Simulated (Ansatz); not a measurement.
C₂H₆BNO, SMILES BN=CCO, a comparison of dispersion corrections

Program: the Python package of Ansatz (0.2.0).

Input file `c2h6bno.xyz`:
```text
11

B    -1.86280    0.21200    0.22380
N    -1.07210   -0.94320    0.60720
C     0.18510   -1.02700    0.50240
C     1.17690    0.08180   -0.01400
O     0.85880    0.25770   -1.39260
H    -1.42410    1.25810   -0.22190
H    -3.05700    0.21420    0.34870
H     0.73300   -1.92700    0.84480
H     2.16970   -0.20620    0.17680
H     0.92100    1.01110    0.58140
H     1.43690    1.01150   -1.63600
```

Script `c2h6bno_disp.py`:
```python
"""Dispersion corrections for C2H6BNO."""

import ansatz as az


def main() -> None:
    mol = az.Crystal.molecule_from_extxyz("c2h6bno.xyz")

    calculation = mol.calculation().basis(gaussian="def2-SVP")
    for name in ["pbe", "pbe0"]:
        for correction in ("d3bj", "d4"):
            summary = calculation.functional(name, dispersion=correction).run(threads=1, backend="cpu").report
            print(f"{name:8s} {correction:5s} total {summary['free_energy_ev']:.5f} eV, of which dispersion {1000 * summary['dispersion']['energy']['ev']:.2f} meV")


if __name__ == "__main__":
    main()
```

```console
$ python c2h6bno_disp.py
pbe      d3bj  total -6370.67727 eV, of which dispersion -201.02 meV
pbe      d4    total -6370.66640 eV, of which dispersion -190.14 meV
pbe0     d3bj  total -6371.21461 eV, of which dispersion -170.27 meV
pbe0     d4    total -6371.20324 eV, of which dispersion -158.89 meV
```

Notes:
- Total energies depend on the basis set; only differences at equal settings carry meaning.
- The geometry is a force-field or estimated start, not a minimum of this method, and the basis set is short of its limit. D4 holds the three-body term, and d3bj doesn't.
- Run time: 9.2 s on 1 thread of Arm Neoverse V2, on a shared host, peak memory 0.22 GiB.
